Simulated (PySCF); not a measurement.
# CH5GeN2OSi: the cost of one run

Computed with PySCF 2.14.0 and routines of our own; the level stands in each step. Atoms count from 0.

## 1. The system as given

11 atoms, charge 0, multiplicity 2; geometry from: GFN2-xTB.

## 2. Open-shell or spin-flip excitations: unrestricted TDA CAM-B3LYP/def2-SVPD

The job: settings as JSON, then the geometry in Å.

```
{"job": {"kind": "uabs", "xc": "CAM-B3LYP", "basis": "def2-SVPD", "nstates": 10, "tda": true}, "charge": 0, "multiplicity": 2}
N      2.058159     2.197469     0.810586
C      2.057894     1.219116     0.214467
Ge     1.945178    -0.454723    -0.881758
O      0.402577    -1.064885    -0.318077
Si    -1.200277    -0.859740    -0.095485
N     -1.516196     0.829359    -0.081633
H      2.872989    -1.440949    -0.010396
H     -1.413475    -1.611263     1.145381
H     -1.895292    -1.411228    -1.256592
H     -2.453844     1.155175     0.082650
H     -0.852290     1.444340     0.364894
```

Method: unrestricted TDA CAM-B3LYP/def2-SVPD, vertical, gas phase, core orbitals frozen in the response.

Started as:

```
OMP_NUM_THREADS=1 python excited_run.py task.json out
```

The driver reads the jobs from task.json and runs them one after another.

**Question.** How long does this run take on 1 thread of AMD EPYC 7R43, shared host?

About 52 s.
